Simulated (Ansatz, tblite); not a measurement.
# In5As6 wurtzite ring sphere (In5As6H18+): spin states and exact exchange

Is the singlet the ground state of In5As6 wurtzite ring sphere (In5As6H18+)? Other spin states are computed and compared level by level.

Computed with Ansatz 0.2.0, Gaussian basis. Level: as each input shows.

The runs, in order: triplet, at the geometry of the singlet (GFN1-xTB, GFN2-xTB, PBE0-D4/def2-TZVP, PBE-D4/def2-TZVP); the singlet's energies come from earlier runs.

1 further run of the same task is left out (set aside as unsound or not needed).

### 1 The geometry

The geometry is that of the singlet, from an earlier relaxation (r2SCAN-D4/def2-SVP).

29 atoms, charge 1, spin multiplicity 1.

Bond lengths: As1–In2 2.723 Å, As1–In7 2.686 Å, As1–H12 1.510 Å, As1–H13 1.511 Å, In2–As4 2.619 Å, In2–As5 2.722 Å, In2–H14 1.714 Å, In3–As4 2.712 Å, In3–As8 2.792 Å, In3–H15 1.719 Å, In3–H16 1.710 Å, As4–In6 2.712 Å, As4–H17 1.518 Å, As5–In10 2.686 Å, As5–H18 1.511 Å, As5–H19 1.510 Å, In6–As11 2.792 Å, In6–H20 1.719 Å and more. Angles: In2–As1–In7 125.2°, In2–As1–H12 107.5°, In2–As1–H13 110.0°, In7–As1–H12 105.0°, In7–As1–H13 108.2°, H12–As1–H13 97.3°, As1–In2–As4 103.5°, As1–In2–As5 94.5°, As1–In2–H14 111.6°, As4–In2–As5 103.5°, As4–In2–H14 127.0°, As5–In2–H14 111.6°, As4–In3–As8 95.4°, As4–In3–H15 107.1°, As4–In3–H16 108.2°, As8–In3–H15 98.5°, As8–In3–H16 104.5°, H15–In3–H16 135.3° and more.

In takes a core potential in the def2 sets. No spin-orbit coupling is included. The ion is computed in the gas phase, without counter-ions or solvent.

### 2 Triplet at the fixed geometry, GFN1-xTB

Tight binding, by tblite at 300 K electronic temperature and without a spin-polarisation term:

```python
tblite.interface.Calculator('GFN1-xTB', numbers, positions, charge=1, uhf=2).singlepoint()
```

Energy -849.3790 eV; 0.14 s.

### 3 Triplet at the fixed geometry, GFN2-xTB

Tight binding, by tblite at 300 K electronic temperature and without a spin-polarisation term:

```python
tblite.interface.Calculator('GFN2-xTB', numbers, positions, charge=1, uhf=2).singlepoint()
```

Energy -786.5307 eV; 0.11 s.

### 4 Triplet at the fixed geometry, PBE0-D4/def2-TZVP

in.yaml

```yaml
crystal:
  periodic: [false, false, false]
  atoms:
    - {symbol: As, position_ang: [0.137407, -2.230306, -1.993455]}
    - {symbol: In, position_ang: [-2.219566, -1.283122, -1.013882]}
    - {symbol: In, position_ang: [0.094197, -2.720892, 2.561985]}
    - {symbol: As, position_ang: [-1.754062, -1.013916, 1.549176]}
    - {symbol: As, position_ang: [-1.862659, 1.232113, -1.992766]}
    - {symbol: In, position_ang: [-2.314255, 1.439794, 2.559346]}
    - {symbol: In, position_ang: [2.572735, -1.345302, -1.287364]}
    - {symbol: As, position_ang: [2.285570, -1.489500, 1.346995]}
    - {symbol: As, position_ang: [2.216711, 1.280805, -1.812880]}
    - {symbol: In, position_ang: [0.119522, 2.900141, -1.284605]}
    - {symbol: As, position_ang: [-0.148345, 2.720418, 1.349526]}
    - {symbol: H, position_ang: [0.171062, -3.717121, -1.734177]}
    - {symbol: H, position_ang: [0.079828, -2.300715, -3.501757]}
    - {symbol: H, position_ang: [-3.562384, -2.058742, -1.743224]}
    - {symbol: H, position_ang: [0.041369, -4.148288, 1.606173]}
    - {symbol: H, position_ang: [0.280440, -2.380223, 4.226999]}
    - {symbol: H, position_ang: [-3.002283, -1.736609, 2.022027]}
    - {symbol: H, position_ang: [-1.949893, 1.217016, -3.501213]}
    - {symbol: H, position_ang: [-3.134595, 2.003518, -1.735768]}
    - {symbol: H, position_ang: [-3.573682, 2.106595, 1.598466]}
    - {symbol: H, position_ang: [-1.932400, 1.432425, 4.225807]}
    - {symbol: H, position_ang: [3.913263, -2.027667, -2.103581]}
    - {symbol: H, position_ang: [3.596070, -2.089214, 1.800187]}
    - {symbol: H, position_ang: [2.566896, -0.082694, 1.824712]}
    - {symbol: H, position_ang: [2.529842, 1.462530, -3.280181]}
    - {symbol: H, position_ang: [3.440987, 1.987705, -1.280277]}
    - {symbol: H, position_ang: [0.197259, 4.403134, -2.099327]}
    - {symbol: H, position_ang: [1.209294, 2.255363, 1.826018]}
    - {symbol: H, position_ang: [-0.007829, 4.153952, 1.805238]}
basis:
  gaussian: {orbitals: def2-TZVP, fitting: {mean_field: def2-universal-jkfit}}
total_charge: 1
magnetization: {spin_polarized: true, initial_magnetization: 2}
hamiltonian: {xc: pbe0, dispersion: d4}
scf: {omitted_lower_state_checks: [starts]}
output: {orbitals: {seedname: orbitals}}
```

On the command line:

```sh
$ ansatz run in.yaml --threads 2 --pin off --events-out ev --progress --plain --max-ram 32768MiB --backend cuda --devices 0, --max-vram 18GiB
```

What it wrote:

```text
Functional definition: PBE0
  name "PBE0"
  cite "Adamo & Barone, J. Chem. Phys. 110, 6158 (1999) doi:10.1063/1.478522"
  cite "Perdew, Burke & Ernzerhof, Phys. Rev. Lett. 77, 3865 (1996) doi:10.1103/PhysRevLett.77.3865"
  parent pbe
  parameter a = 0.25
  parameter kappa = 0.804
  parameter beta = 0.06672455060314922
  exchange = (1 - a)*pbe_x(kappa = kappa, mu = beta*pi^2/3) + a*exact_x
  correlation = pbe_c(beta = beta)
these checks for a lower state are left out or cut short: starts
3010 factors; integrals over basis functions are off by at most 6.3e-1 eV
mean field evaluation 1: about -391157.5199 eV, gradient 2.4e1 eV
mean field evaluation 2: about -391156.1855 eV, gradient 2.7e1 eV
mean field evaluation 4: about -391159.6993 eV, gradient 1.1e1 eV
mean field evaluation 8: about -391160.7641 eV, gradient 8.8e-1 eV
mean field evaluation 16: about -391160.9896 eV, gradient 1.3e-2 eV
mean field -391160.98963247 eV, -14374.9012305517 hartree, gradient 6.9e-6 eV, S^2 2.007660; 0 other end points of the search recorded, 0 dependent functions left out
reference -391160.98973449 eV, -14374.9012343007 hartree; 161, 159 occupied and 485, 487 virtual orbitals, 3010 factors
Total energy: -391162.43578060 eV, -14374.9543755152 hartree
Checks for a lower state left out: starts
```

Run time: 17 s. Hardware: 1 × H100 (card shared with other runs) with 2 threads of AMD EPYC 7R13, shared host; peak host memory 1.4 GiB.

HOMO -5.70 eV, LUMO -8.65 eV (over both spins; with the spin held, an empty level of the minority spin lies below the top filled one); ⟨S²⟩ 2.008 (pure: 2.00).

### 5 Triplet at the fixed geometry, PBE-D4/def2-TZVP

start.molden holds the orbitals of an earlier run on this state, given as this run's starting guess.

in.yaml: that of step 4 with these lines changed.

```diff
@@ -33,6 +33,6 @@
 basis:
-  gaussian: {orbitals: def2-TZVP, fitting: {mean_field: def2-universal-jkfit}}
+  gaussian: {orbitals: def2-TZVP, fitting: {mean_field: def2-universal-jkfit}, initial_orbitals: start.molden}
 total_charge: 1
 magnetization: {spin_polarized: true, initial_magnetization: 2}
-hamiltonian: {xc: pbe0, dispersion: d4}
+hamiltonian: {xc: pbe, dispersion: d4}
 scf: {omitted_lower_state_checks: [starts]}
```

Same command.

What it wrote:

```text
Functional definition: PBE
  name "PBE"
  cite "Perdew, Burke & Ernzerhof, Phys. Rev. Lett. 77, 3865 (1996) doi:10.1103/PhysRevLett.77.3865"
  parent pbe
  parameter kappa = 0.804
  parameter beta = 0.06672455060314922
  exchange = pbe_x(kappa = kappa, mu = beta*pi^2/3)
  correlation = pbe_c(beta = beta)
these checks for a lower state are left out or cut short: starts
3010 factors; integrals over basis functions are off by at most 6.3e-1 eV
mean field evaluation 1: about -391149.4652 eV, gradient 1.5e1 eV
mean field evaluation 2: about -391149.9910 eV, gradient 6.6e-1 eV
mean field evaluation 4: about -391150.0493 eV, gradient 3.0e-1 eV
mean field evaluation 8: about -391150.0603 eV, gradient 9.7e-4 eV
mean field evaluation 16: about -391150.0603 eV, gradient 1.1e-4 eV
mean field -391150.06028491 eV, -14374.4995844369 hartree, gradient 2.7e-6 eV, S^2 2.002661; 0 other end points of the search recorded, 0 dependent functions left out
reference -391150.06043236 eV, -14374.4995898557 hartree; 161, 159 occupied and 485, 487 virtual orbitals, 3010 factors
Total energy: -391151.64234704 eV, -14374.5577241480 hartree
Checks for a lower state left out: starts
```

Run time: 13 s. Hardware: 1 × H100 (card shared with other runs) with 2 threads of AMD EPYC 7R13, shared host; peak host memory 1.3 GiB.

Report: HOMO -5.33 eV, LUMO -9.27 eV (over both spins; with the spin held, an empty level of the minority spin lies below the top filled one); ⟨S²⟩ 2.003 (pure: 2.00).

### 6 Triplet less singlet, vertical

The singlet's energies are those of its earlier runs, whose logs aren't repeated here.

| level | triplet less singlet, vertical (kJ/mol) | time |
| --- | --- | --- |
| GFN1-xTB | +324.3 | 0.23 s |
| GFN2-xTB | +311.3 | 0.18 s |
| PBE-D4/def2-TZVP | +382.8 | 27 s |
| PBE0-D4/def2-TZVP | +425.1 | 36 s |

Times add the two runs; a level without a time comes out of a correlated run. Tight binding without a spin term can't rank spin states.

### 7 Summary of results

| quantity | value |
| --- | --- |
| triplet less singlet, vertical, functionals in def2-TZVP | +382.8 (PBE-D4) to +425.1 kJ/mol (PBE0-D4) |

**Reading.** All functionals put the triplet above the singlet, over a spread of 42.3 kJ/mol. The checks for a lower triplet were left out, so another state of that spin may lie lower. These are electronic energies, without zero-point motion, entropy or surroundings.
